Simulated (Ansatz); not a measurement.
# H7NO6Si2: vertical ionisation energy

An exercise on one series of results from a longer session: the logs are not shown, and one member is left open.

The runs use Ansatz 0.2.0, Gaussian basis; unrestricted cation, the program's frozen cores in correlated methods.

Levels to be run: UKS PBE-D4/def2-TZVPP; UKS r2SCAN-D4/def2-TZVPP; UKS PBE0-D4/def2-TZVPP; UKS B3LYP-D4/def2-TZVPP; UKS wB97X-V/def2-TZVPP; UKS wB97M-V/def2-TZVPP; UKS B2PLYP/def2-TZVPP; UHF-MP2/def2-TZVPP; UHF-MP2/def2-QZVPP; then −ε(HOMO) from the neutral's earlier runs with LDA (SPW92), PBE-D4, revPBE-D4, BLYP-D4, r2SCAN-D4, B97M-V, PBE0-D4, B3LYP-D4, r2SCANh-D4, r2SCAN0-D4, HSE06-D4, BHLYP-D4, CAM-B3LYP-D4, LC-ωPBE, ωB97X-V, ωB97M-V.

2 further runs of the same task are left out: 2 that didn't finish.

## Structure used throughout

An earlier PBE0-D4 in a triple-zeta def2 set relaxation fixed the geometry.

SMILES `O[Si](O)(O)N[Si](O)(O)O`, 16 atoms, charge 0, spin multiplicity 1.

Atoms are counted from 1 here; the program's logs count them from 0.

Bond lengths: O1–Si2 1.627 Å, O1–H10 0.967 Å, Si2–O3 1.634 Å, Si2–O4 1.638 Å, Si2–N5 1.720 Å, O3–H11 0.958 Å, O4–H12 0.958 Å, N5–Si6 1.700 Å, N5–H13 1.012 Å, Si6–O7 1.638 Å, Si6–O8 1.634 Å, Si6–O9 1.647 Å, O7–H14 0.958 Å, O8–H15 0.958 Å, O9–H16 0.959 Å. Angles: Si2–O1–H10 114.4°, O1–Si2–O3 116.1°, O1–Si2–O4 107.8°, O1–Si2–N5 108.3°, O3–Si2–O4 104.4°, O3–Si2–N5 105.3°, O4–Si2–N5 115.3°, Si2–O3–H11 115.6°, Si2–O4–H12 115.8°, Si2–N5–Si6 132.6°, Si2–N5–H13 113.3°, Si6–N5–H13 114.1°, N5–Si6–O7 110.2°, N5–Si6–O8 117.5°, N5–Si6–O9 104.6°, O7–Si6–O8 104.4°, O7–Si6–O9 114.7°, O8–Si6–O9 105.8° and more.

Set-up of the first run:

Input file in.yaml:

```yaml
crystal:
  periodic: [false, false, false]
  atoms:
    - {symbol: O, position_ang: [-0.674515, -0.979855, -1.805521]}
    - {symbol: Si, position_ang: [0.358835, 0.254975, -1.575503]}
    - {symbol: O, position_ang: [1.879002, 0.031763, -2.130572]}
    - {symbol: O, position_ang: [-0.199831, 1.540838, -2.422719]}
    - {symbol: N, position_ang: [0.527511, 0.508649, 0.117751]}
    - {symbol: Si, position_ang: [-0.252595, -0.171012, 1.466106]}
    - {symbol: O, position_ang: [0.791043, -0.289880, 2.722371]}
    - {symbol: O, position_ang: [-1.535434, 0.634017, 2.079482]}
    - {symbol: O, position_ang: [-0.842696, -1.609430, 0.923718]}
    - {symbol: H, position_ang: [-0.820476, -1.529856, -1.023977]}
    - {symbol: H, position_ang: [2.015209, 0.230689, -3.058236]}
    - {symbol: H, position_ang: [-1.152011, 1.647366, -2.439823]}
    - {symbol: H, position_ang: [1.237136, 1.191060, 0.350822]}
    - {symbol: H, position_ang: [1.643376, -0.689431, 2.542931]}
    - {symbol: H, position_ang: [-1.373786, 1.179300, 2.850162]}
    - {symbol: H, position_ang: [-1.600750, -1.949204, 1.403007]}
basis:
  gaussian: {orbitals: def2-TZVPP}
total_charge: 1
magnetization: {spin_polarized: true, initial_magnetization: 1}
hamiltonian: {xc: pbe, dispersion: d4}
```

Among the steps run: Cation, UKS PBE-D4/def2-TZVPP; Cation, UKS r2SCAN-D4/def2-TZVPP; Cation, UKS PBE0-D4/def2-TZVPP; Cation, UKS B3LYP-D4/def2-TZVPP; Cation, UKS wB97X-V/def2-TZVPP; Cation, UKS wB97M-V/def2-TZVPP; Cation, UKS B2PLYP (frozen core)/def2-TZVPP; Cation, UHF-MP2/def2-TZVPP; Cation, UHF-MP2/def2-QZVPP.

One of the session's tables, all rows but one given; the rest of the session is left out.

Orbital estimates, from the neutral's runs:

```
  functional  −ε(HOMO) (eV)
 LDA (SPW92)           6.60
      PBE-D4           6.40
   revPBE-D4           6.32
     BLYP-D4           6.27
   r2SCAN-D4           6.74
      B97M-V           6.82
     PBE0-D4           7.94
    B3LYP-D4           7.67
  r2SCANh-D4              ?
  r2SCAN0-D4           8.18
    HSE06-D4           7.53
    BHLYP-D4           9.37
CAM-B3LYP-D4           9.39
     LC-ωPBE          10.80
     ωB97X-V          10.42
     ωB97M-V          10.33
```

**Question.** Estimate the row for r2SCANh-D4.

Worked estimate for «−ε(HOMO) (eV)». Against the share of exact exchange, r2SCAN-D4 (0, 6.74), r2SCAN0-D4 (0.25, 8.18) give a slope of 5.76 per unit share; at 0.1 the line stands at 7.32.

**Answer.** −ε(HOMO) (eV): 7.32. In «−ε(HOMO) (eV)» the line misses by 0.00.
